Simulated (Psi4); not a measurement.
# InNH4 (InH2(NH2)) at wB97X/def2-SVP (core potential)

What is the vertical singlet–triplet gap of InNH4 (InH2(NH2)) at wB97X/def2-SVP (core potential)? 

The calculation is run with Psi4 1.11.

2 further runs of the same task are left out: 2 set aside as unsound or not needed.

### Step 1. Starting point

InNH4: 6 atoms, total charge 0, spin state singlet. SMILES: `[H][In]([H])[NH2]`. Geometry: a GFN2-xTB relaxation, a rough one for these elements and not checked as a minimum.

Bond lengths: In1–N4 2.019 Å, In1–H2 1.708 Å, In1–H3 1.708 Å, N4–H5 1.014 Å, N4–H6 1.015 Å. Angles: In1–N4–H5 116.9°, In1–N4–H6 117.2°, H2–In1–N4 120.5°, H3–In1–N4 120.1°, H5–N4–H6 107.7°, H2–In1–H3 119.0°.

### Step 2. Energy and forces at wB97X/def2-SVP (core potential)

Contents of input.json:

```json
{
 "schema_name": "qcschema_input",
 "schema_version": 1,
 "molecule": {
  "schema_name": "qcschema_molecule",
  "schema_version": 2,
  "symbols": ["In", "H", "H", "N", "H", "H"],
  "geometry": [0.8638505, 1.42332282, -0.02643727, 4.02570246, 1.44582946, 0.62604737, -0.61023036, 4.21095231, -0.71509126, -1.18536851, -1.76326565, 0.43044182, -2.82975149, -1.88328216, -0.54683005, -0.26420261, -3.43355678, 0.2318694],
  "molecular_charge": 0,
  "molecular_multiplicity": 1,
  "fix_symmetry": "c1"
 },
 "driver": "gradient",
 "model": {
  "method": "wb97x",
  "basis": "def2-SVP"
 },
 "keywords": {
  "puream": true,
  "e_convergence": 1e-09,
  "d_convergence": 1e-08,
  "scf_type": "pk",
  "dft_radial_points": 99,
  "dft_spherical_points": 590,
  "scf_properties": ["WIBERG_LOWDIN_INDICES", "DIPOLE", "MULLIKEN_CHARGES"]
 }
}
```

Run with:

```
psi4 --qcschema input.json -n 1 --memory 1600MB
```

stdout:

```text
[...]
                   'protocols': {'error_correction': {'default_policy': True, 'policies': None},
                                 'native_files': 'none',
[...]
    !!!  WARNING: ECP capability is in beta. Please check occupations closely.  !!!
[...]
  Running in c1 symmetry.
[...]
  Nuclear repulsion =   70.611866582472686
[...]
  Multiplicity = 1
[...]
  Nalpha       = 16
  Nbeta        = 16
[...]
    Number of basis functions: 60
[...]
   @RKS iter   1:  -247.02346005399940   -1.26281e+00   1.12469e-02 ADIIS/DIIS
[...]
   @RKS iter  11:  -247.23735700915913   -5.20117e-12   4.45244e-09 DIIS
[...]
    Orbital Energies [Eh]
    ---------------------
    Doubly Occupied:
       1A    -14.376112     2A     -4.771661     3A     -3.188354
       4A     -3.176709     5A     -3.176046     6A     -0.942545
       7A     -0.875365     8A     -0.869848     9A     -0.869586
      10A     -0.869014    11A     -0.852710    12A     -0.563527
      13A     -0.541631    14A     -0.425147    15A     -0.379330
      16A     -0.347364
[...]
  @RKS Final Energy:  -247.23735700915913
   => Energetics <=
    Nuclear Repulsion Energy =             70.6118665824726861
    One-Electron Energy =                -552.2711782402766403
    Two-Electron Energy =                 251.5577564118663076
    DFT Exchange-Correlation Energy =     -17.1358017632214477
    Empirical Dispersion Energy =           0.0000000000000000
    VV10 Nonlocal Energy =                  0.0000000000000000
    Total Energy =                       -247.2373570091591262
[...]
 Multipole Moments:
 ------------------------------------------------------------------------------------
     Multipole            Electronic (a.u.)      Nuclear  (a.u.)        Total (a.u.)
 ------------------------------------------------------------------------------------
 L = 1.  Multiply by 2.5417464519 to convert [e a0] to [Debye]
 Dipole X            :          9.7478631           -9.8107918           -0.0629287
 Dipole Y            :         15.2977493          -15.6196471           -0.3218977
 Dipole Z            :         -1.8558544            1.4322400           -0.4236145
 Magnitude           :                                                    0.5357494
[...]
  Mulliken Charges: (a.u.)
   Center  Symbol    Alpha    Beta     Spin     Total
       1    IN    10.27916 10.27916  0.00000  0.44168
       2     H     0.56056  0.56056  0.00000 -0.12111
       3     H     0.56067  0.56067  0.00000 -0.12134
       4     N     3.72041  3.72041  0.00000 -0.44082
       5     H     0.43961  0.43961  0.00000  0.12077
       6     H     0.43959  0.43959  0.00000  0.12082
   Total alpha = 16.00000, Total beta = 16.00000, Total charge =  0.00000
  Wiberg Bond Indices using Orthogonal Lowdin Orbitals:
[...]
  -Total Gradient:
     Atom            X                  Y                   Z
    ------   -----------------  -----------------  -----------------
       1       -0.002030638370    -0.004501227600    -0.002745014959
       2       -0.004441751915     0.003445731635    -0.000883432272
       3        0.004934044560    -0.002322305750     0.001959842765
       4       -0.001548497471     0.001228302157     0.005716518335
       5        0.003401333697     0.000173050738    -0.001518203063
       6       -0.000345651043     0.001901990743    -0.002584072757
[...]
```

The result, in JSON:

```text
{
 "driver": "gradient",
 "model": {
  "method": "wb97x",
  "basis": "def2-SVP"
 },
 "success": true,
 "return_result": [-0.0020306383704179337, -0.004501227599795099, -0.00274501495864515, -0.004441751915124775, 0.0034457316353012865, -0.0008834322720330003, 0.004934044559923412, -0.0023223057497436805, 0.0019598427649529376, -0.0015484974709805352, 0.0012283021569568786, 0.005716518334964726, 0.003401333696709502, 0.00017305073846435662, -0.0015182030625887633, -0.0003456510432798682, 0.0019019907429174143, -0.002584072757373712],
 "properties": {
  "calcinfo_nbasis": 60,
  "calcinfo_nmo": 60,
  "calcinfo_nalpha": 16,
  "calcinfo_nbeta": 16,
  "calcinfo_natom": 6,
  "nuclear_repulsion_energy": 70.61186658247269,
  "return_energy": -247.23735700915913,
  "return_gradient": [-0.0020306383704179337, -0.004501227599795099, -0.00274501495864515, -0.004441751915124775, 0.0034457316353012865, -0.0008834322720330003, 0.004934044559923412, -0.0023223057497436805, 0.0019598427649529376, -0.0015484974709805352, 0.0012283021569568786, 0.005716518334964726, 0.003401333696709502, 0.00017305073846435662, -0.0015182030625887633, -0.0003456510432798682, 0.0019019907429174143, -0.002584072757373712],
  "scf_one_electron_energy": -552.2711782402766,
  "scf_two_electron_energy": 251.5577564118663,
  "scf_xc_energy": -17.135801763221448,
  "scf_dipole_moment": [-0.06292870260124594, -0.32189771586281424, -0.4236144707868579],
  "scf_total_energy": -247.23735700915913,
  "scf_total_gradient": [-0.0020306383704179337, -0.004501227599795099, -0.00274501495864515, -0.004441751915124775, 0.0034457316353012865, -0.0008834322720330003, 0.004934044559923412, -0.0023223057497436805, 0.0019598427649529376, -0.0015484974709805352, 0.0012283021569568786, 0.005716518334964726, 0.003401333696709502, 0.00017305073846435662, -0.0015182030625887633, -0.0003456510432798682, 0.0019019907429174143, -0.002584072757373712],
  "scf_iterations": 11
 }
}
```

It took 17 s on 1 thread of Intel Xeon Platinum 8488C (Sapphire Rapids), shared host; peak memory 0.76 GiB.

### Step 3. The triplet at the same level

Contents of job.py:

```python
import psi4

psi4.set_memory('1600 MB')
psi4.set_num_threads(1)
psi4.set_output_file('h4inn.out', False)

mol = psi4.geometry("""
0 3
In     0.457130     0.753190    -0.013990
H      2.130310     0.765100     0.331290
H     -0.322920     2.228340    -0.378410
N     -0.627270    -0.933080     0.227780
H     -1.497440    -0.996590    -0.289370
H     -0.139810    -1.816960     0.122700
symmetry c1
""")

psi4.set_options({
    'basis': 'def2-SVP',
    'reference': 'uks',
    'puream': True,
    'e_convergence': 1e-09,
    'd_convergence': 1e-08,
    'scf_type': 'pk',
    'dft_radial_points': 99,
    'dft_spherical_points': 590,
    'maxiter': 200,
})

E, wfn = psi4.gradient("WB97X", molecule=mol, return_wfn=True)
psi4.oeprop(wfn, "QUADRUPOLE", "LOWDIN_CHARGES", "DIPOLE")
print('gradient / Eh bohr^-1')
print(E.np.round(6))
print(f'energy = {wfn.energy():.10f} Eh')
for k, v in sorted(psi4.core.scalar_variables().items()):
    print(f'{k:45s} {v:18.10f}')
```

Run with:

```
python job.py
```

h4inn.out:

```text
[...]
    !!!  WARNING: ECP capability is in beta. Please check occupations closely.  !!!
[...]
  Running in c1 symmetry.
[...]
  Nuclear repulsion =   70.611866548449100
[...]
  Multiplicity = 3
[...]
  Nalpha       = 17
  Nbeta        = 15
[...]
    Number of basis functions: 60
[...]
   @UKS iter   1:  -246.78295599135970   -1.05743e+00   1.19279e-02 ADIIS/DIIS
[...]
   @UKS iter  31:  -247.02834166762105    1.41256e-11   7.09473e-09 DIIS
[...]
   @S^2 Observed:                2.022047734E+00
[...]
    Orbital Energies [Eh]
    ---------------------
    Alpha Occupied:
       1A    -14.362024     2A     -4.790497     3A     -3.206372
       4A     -3.195584     5A     -3.194189     6A     -0.940085
       7A     -0.902010     8A     -0.897796     9A     -0.885971
      10A     -0.877402    11A     -0.862385    12A     -0.599677
      13A     -0.558223    14A     -0.482613    15A     -0.446236
      16A     -0.350439    17A     -0.176931
    Alpha Virtual:
      18A      0.053928    19A      0.099304    20A      0.133822
      21A      0.187710    22A      0.231255    23A      0.234537
      24A      0.259372    25A      0.263602    26A      0.334565
[...]
  @UKS Final Energy:  -247.02834166762105
   => Energetics <=
    Nuclear Repulsion Energy =             70.6118665484491004
    One-Electron Energy =                -551.7237071351366922
    Two-Electron Energy =                 251.1606945894162948
    DFT Exchange-Correlation Energy =     -17.0771956703497487
    Empirical Dispersion Energy =           0.0000000000000000
    VV10 Nonlocal Energy =                  0.0000000000000000
    Total Energy =                       -247.0283416676210493
[...]
  -Total Gradient:
     Atom            X                  Y                   Z
    ------   -----------------  -----------------  -----------------
       1        0.010018748709     0.030699119736     0.024422683173
       2       -0.014648193649    -0.015161883819    -0.009531449418
       3       -0.002565180370    -0.022508530983    -0.005983016154
       4        0.008502901566     0.007507635336    -0.013538497891
       5        0.000296445972    -0.000544901004     0.002379127257
       6       -0.001549492990    -0.000075802813     0.001876650296
[...]
 Multipole Moments:
 ------------------------------------------------------------------------------------
     Multipole            Electronic (a.u.)      Nuclear  (a.u.)        Total (a.u.)
 ------------------------------------------------------------------------------------
 L = 1.  Multiply by 2.5417464519 to convert [e a0] to [Debye]
 Dipole X            :          9.9758472           -9.8107918            0.1650554
 Dipole Y            :         15.9185217          -15.6196471            0.2988746
 Dipole Z            :         -1.4070279            1.4322399            0.0252120
 Magnitude           :                                                    0.3423521
 L = 2.  Multiply by 1.3450342976 to convert [e a0^2] to [Debye ang]
 Quadrupole XX       :        -71.5523793           49.9416544          -21.6107248
 Quadrupole XY       :        -50.2230486           49.0453645           -1.1776841
[...]
```

On the terminal:

```text
Memory set to   1.490 GiB by Python driver.
  Threads set to 1 by Python driver.
gradient / Eh bohr^-1
[[ 1.0019e-02  3.0699e-02  2.4423e-02]
 [-1.4648e-02 -1.5162e-02 -9.5310e-03]
 [-2.5650e-03 -2.2509e-02 -5.9830e-03]
 [ 8.5030e-03  7.5080e-03 -1.3538e-02]
 [ 2.9600e-04 -5.4500e-04  2.3790e-03]
 [-1.5490e-03 -7.6000e-05  1.8770e-03]]
energy = -247.0283416676 Eh
CURRENT ENERGY                                   -247.0283416676
CURRENT REFERENCE ENERGY                         -247.0283416676
DD SOLVATION ENERGY                                 0.0000000000
DFT FUNCTIONAL TOTAL ENERGY                      -247.0283416676
DFT TOTAL ENERGY                                 -247.0283416676
DFT VV10 ENERGY                                     0.0000000000
DFT XC ENERGY                                     -17.0771956703
GRID ELECTRONS ALPHA                               17.0000001153
GRID ELECTRONS BETA                                15.0000000124
GRID ELECTRONS TOTAL                               32.0000001277
NUCLEAR REPULSION ENERGY                           70.6118665484
ONE-ELECTRON ENERGY                              -551.7237071351
PCM POLARIZATION ENERGY                             0.0000000000
PE ENERGY                                           0.0000000000
SCF ITERATION ENERGY                             -247.0283416676
SCF ITERATIONS                                     31.0000000000
SCF TOTAL ENERGY                                 -247.0283416676
TWO-ELECTRON ENERGY                               251.1606945894
XC GRID RADIAL POINTS                              99.0000000000
XC GRID SPHERICAL POINTS                          590.0000000000
XC GRID TOTAL POINTS                           334768.0000000000
```

Run time: 39 s. Hardware: 1 thread of Intel Xeon Platinum 8488C (Sapphire Rapids), shared host; peak memory 0.77 GiB.

### Step 4. What came out

Level: wB97X/def2-SVP (core potential).

| quantity | value |
| --- | --- |
| singlet: total energy | -247.23736 Eh |
| singlet: dipole moment | 1.36 D |
| singlet: HOMO energy | -9.45 eV |
| singlet: LUMO energy | 0.68 eV |
| singlet: HOMO–LUMO gap | 10.13 eV |
| singlet: largest force on an atom | 0.311 eV/Å |
| triplet: total energy | -247.02834 Eh |
| triplet: dipole moment | 0.87 D |
| triplet: HOMO energy (highest over α and β) | -4.81 eV |
| triplet: ⟨S²⟩ | 2.022 |
| triplet: largest force on an atom | 2.082 eV/Å |
| vertical energy of the triplet above the singlet | 5.688 eV |

**Reading.** At this shape the triplet lies 5.69 eV (131 kcal/mol) above the singlet. The largest force (singlet) is 0.31 eV/Å: the shape isn't a stationary point for this species at this level.
